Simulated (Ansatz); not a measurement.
**CH₅BOS: small, medium and large basis sets**

Aim: see how fast density functionals converge with the basis set for CH₅BOS.

Computed with Ansatz 0.2.0, Gaussian basis. Level: one geometry, several basis sets.

The runs, in order: PBE0-D4/def2-SVP; ωB97M-V/def2-SVP; PBE0-D4/def2-QZVPP; ωB97M-V/def2-QZVPP; the functionals' def2-TZVPP values are taken from earlier runs.

## Step 1: The geometry

The geometry comes from an earlier relaxation with PBE0-D4 in a triple-zeta def2 set; it is a stationary point, not always the lowest conformer.

SMILES `BSCO`, 9 atoms, charge 0, spin multiplicity 1.

Atoms are counted from 1 here; the program's logs count them from 0.

Bond lengths: B1–S2 1.754 Å, B1–H5 1.195 Å, B1–H6 1.192 Å, S2–C3 1.834 Å, C3–O4 1.389 Å, C3–H7 1.090 Å, C3–H8 1.094 Å, O4–H9 0.962 Å. Angles: S2–B1–H5 120.5°, S2–B1–H6 117.0°, H5–B1–H6 122.5°, B1–S2–C3 103.7°, S2–C3–O4 113.0°, S2–C3–H7 106.8°, S2–C3–H8 106.9°, O4–C3–H7 106.9°, O4–C3–H8 113.3°, H7–C3–H8 109.7°, C3–O4–H9 108.7°.

## Step 2: PBE0-D4 in def2-SVP

in.yaml

```yaml
crystal:
  periodic: [false, false, false]
  atoms:
    - {symbol: B, position_ang: [-1.203708, 0.997271, 0.759328]}
    - {symbol: S, position_ang: [-0.457103, 0.833770, -0.819847]}
    - {symbol: C, position_ang: [0.470943, -0.744133, -0.700246]}
    - {symbol: O, position_ang: [1.839975, -0.559484, -0.556431]}
    - {symbol: H, position_ang: [-1.049978, 0.155302, 1.593677]}
    - {symbol: H, position_ang: [-1.859332, 1.974494, 0.948824]}
    - {symbol: H, position_ang: [0.319544, -1.270583, -1.642175]}
    - {symbol: H, position_ang: [0.022247, -1.314900, 0.118009]}
    - {symbol: H, position_ang: [2.006013, -0.118138, 0.281862]}
basis:
  gaussian: {orbitals: def2-SVP}
hamiltonian: {xc: pbe0, dispersion: d4}
output: {orbitals: {seedname: orbitals}}
```

Run with:

```console
$ ansatz run in.yaml --threads 2 --pin off --events-out ev --progress --plain --max-ram 4352MiB
```

The log of the run:

```text
Functional definition: PBE0
  name "PBE0"
  cite "Adamo & Barone, J. Chem. Phys. 110, 6158 (1999) doi:10.1063/1.478522"
  cite "Perdew, Burke & Ernzerhof, Phys. Rev. Lett. 77, 3865 (1996) doi:10.1103/PhysRevLett.77.3865"
  parent pbe
  parameter a = 0.25
  parameter kappa = 0.804
  parameter beta = 0.06672455060314922
  exchange = (1 - a)*pbe_x(kappa = kappa, mu = beta*pi^2/3) + a*exact_x
  correlation = pbe_c(beta = beta)
953 factors; their error is unknown
mean field evaluation 1: about -14659.0740 eV, gradient 4.0e1 eV
mean field evaluation 2: about -14657.1065 eV, gradient 5.2e1 eV
mean field evaluation 4: about -14662.5175 eV, gradient 1.7e0 eV
mean field evaluation 8: about -14662.5274 eV, gradient 1.6e-2 eV
mean field -14662.58078818 eV, -538.8399053114 hartree, gradient 3.4e-5 eV, S^2 0.000000; 0 other end points of the search recorded, 0 dependent functions left out
reference -14662.58081165 eV, -538.8399061740 hartree; 20, 20 occupied and 65, 65 virtual orbitals, 953 factors
Total energy: -14662.71370911 eV, -538.8447900655 hartree
```

Wall time 1 s (2 threads of Arm Neoverse V1, shared host).

## Step 3: ωB97M-V in def2-SVP

Changes to in.yaml since step 2:

```diff
@@ -14,3 +14,3 @@
   gaussian: {orbitals: def2-SVP}
-hamiltonian: {xc: pbe0, dispersion: d4}
+hamiltonian: {xc: {name: wB97M-V}}
 output: {orbitals: {seedname: orbitals}}
```

Same command.

The log of the run, shortened:

```text
Functional definition: wB97M-V
  name "wB97M-V"
  cite "Mardirossian & Head-Gordon, J. Chem. Phys. 144, 214110 (2016) doi:10.1063/1.4952647"
  cite "Becke, J. Chem. Phys. 107, 8554 (1997) doi:10.1063/1.475007"
  cite "Vydrov & Van Voorhis, J. Chem. Phys. 133, 244103 (2010) doi:10.1063/1.3521275"
  # Of w^i u^j: cxij and so on, Table III.
[...]
  gx(w, u) = 1 - cx + cx01*u + cx10*w
  gss(w, u) = css00 + css04*u^4 + css10*w + css20*w^2 + css43*w^4*u^3
  gos(w, u) = cos00 + cos10*w + (cos20 + cos21*u)*w^2 + (cos60 + cos61*u)*w^6
[...]
      + integral(e_c_pw_mod_opposite_spin*gos(b97_w_opposite, b97_u_opposite)) + vv10(b, c)
950 factors; their error is unknown
249 factors; integrals over basis functions are off by at most 1.1e-5 eV
[...]
mean field -14668.39729404 eV, -539.0536579593 hartree, gradient 5.0e-5 eV, S^2 0.000000; 0 other end points of the search recorded, 0 dependent functions left out
reference -14668.39733183 eV, -539.0536593479 hartree; 20, 20 occupied and 65, 65 virtual orbitals, 950 factors
Total energy: -14668.39733183 eV, -539.0536593479 hartree
```

It took 4.4 s on 2 threads of Arm Neoverse V1, shared host.

## Step 4: PBE0-D4 in def2-QZVPP

Changes to in.yaml since step 3:

```diff
@@ -13,4 +13,4 @@
 basis:
-  gaussian: {orbitals: def2-SVP}
-hamiltonian: {xc: {name: wB97M-V}}
+  gaussian: {orbitals: "def2-QZVPP.json"}
+hamiltonian: {xc: pbe0, dispersion: d4}
 output: {orbitals: {seedname: orbitals}}
```

Same command.

The log of the run:

```text
Functional definition: PBE0
  name "PBE0"
  cite "Adamo & Barone, J. Chem. Phys. 110, 6158 (1999) doi:10.1063/1.478522"
  cite "Perdew, Burke & Ernzerhof, Phys. Rev. Lett. 77, 3865 (1996) doi:10.1103/PhysRevLett.77.3865"
  parent pbe
  parameter a = 0.25
  parameter kappa = 0.804
  parameter beta = 0.06672455060314922
  exchange = (1 - a)*pbe_x(kappa = kappa, mu = beta*pi^2/3) + a*exact_x
  correlation = pbe_c(beta = beta)
1240 factors; their error is unknown
mean field evaluation 1: about -14666.3012 eV, gradient 5.0e1 eV
mean field evaluation 2: about -14662.0114 eV, gradient 7.0e1 eV
mean field evaluation 4: about -14671.4075 eV, gradient 3.1e0 eV
mean field evaluation 8: about -14671.4307 eV, gradient 4.4e-2 eV
mean field evaluation 16: about -14671.4407 eV, gradient 4.5e-5 eV
mean field -14671.44066046 eV, -539.1654996121 hartree, gradient 4.5e-5 eV, S^2 0.000000; 0 other end points of the search recorded, 0 dependent functions left out
reference -14671.44069633 eV, -539.1655009305 hartree; 20, 20 occupied and 371, 371 virtual orbitals, 1240 factors
Total energy: -14671.57359379 eV, -539.1703848219 hartree
```

It took 7.5 s on 2 threads of Arm Neoverse V1, shared host; peak memory 1 GiB.

## Step 5: ωB97M-V in def2-QZVPP

Changes to in.yaml since step 4:

```diff
@@ -14,3 +14,3 @@
   gaussian: {orbitals: "def2-QZVPP.json"}
-hamiltonian: {xc: pbe0, dispersion: d4}
+hamiltonian: {xc: {name: wB97M-V}}
 output: {orbitals: {seedname: orbitals}}
```

Launched as before.

The log of the run, shortened:

```text
Functional definition: wB97M-V
  name "wB97M-V"
  cite "Mardirossian & Head-Gordon, J. Chem. Phys. 144, 214110 (2016) doi:10.1063/1.4952647"
  cite "Becke, J. Chem. Phys. 107, 8554 (1997) doi:10.1063/1.475007"
  cite "Vydrov & Van Voorhis, J. Chem. Phys. 133, 244103 (2010) doi:10.1063/1.3521275"
  # Of w^i u^j: cxij and so on, Table III.
[...]
  gx(w, u) = 1 - cx + cx01*u + cx10*w
  gss(w, u) = css00 + css04*u^4 + css10*w + css20*w^2 + css43*w^4*u^3
  gos(w, u) = cos00 + cos10*w + (cos20 + cos21*u)*w^2 + (cos60 + cos61*u)*w^6
[...]
      + integral(e_c_pw_mod_opposite_spin*gos(b97_w_opposite, b97_u_opposite)) + vv10(b, c)
1212 factors; their error is unknown
320 factors; integrals over basis functions are off by at most 1.4e-5 eV
[...]
mean field -14677.41052004 eV, -539.3848879054 hartree, gradient 8.6e-5 eV, S^2 0.000000; 0 other end points of the search recorded, 0 dependent functions left out
reference -14677.41057809 eV, -539.3848900387 hartree; 20, 20 occupied and 371, 371 virtual orbitals, 1212 factors
Total energy: -14677.41057809 eV, -539.3848900387 hartree
```

Wall time 19 s (2 threads of Arm Neoverse V1, shared host); peak memory 1.2 GiB.

## Step 6: Functionals by basis

The def2-TZVPP values come from earlier runs at the same geometry.

| functional | basis | functions | energy (eV) | from the largest (eV) | HOMO (eV) | LUMO (eV) |
| --- | --- | --- | --- | --- | --- | --- |
| PBE0-D4 | def2-SVP | 85 | -14662.7137 | 8.860 | -7.96 | -1.16 |
| PBE0-D4 | def2-TZVPP | 205 | -14671.0175 | 0.556 | -8.08 | -1.30 |
| PBE0-D4 | def2-QZVPP | 391 | -14671.5736 | 0.000 | -8.11 | -1.34 |
| ωB97M-V | def2-SVP | 85 | -14668.3973 | 9.013 | -10.17 | 0.91 |
| ωB97M-V | def2-TZVPP | 205 | -14676.8768 | 0.534 | -10.30 | 0.63 |
| ωB97M-V | def2-QZVPP | 391 | -14677.4106 | 0.000 | -10.33 | 0.53 |

## Step 7: What came out

| quantity | value |
| --- | --- |
| PBE0-D4: double and triple zeta above quadruple | 8.86, 0.56 eV |
| ωB97M-V: double and triple zeta above quadruple | 9.01, 0.53 eV |

In words: PBE0-D4 gains 8.30 eV from double to triple zeta, then 0.56 eV more. Total energies overstate the basis error of differences, where much of it tends to cancel.

For PBE0-D4 the largest set took about 8 times as long as the smallest (7.5 s against 1 s).
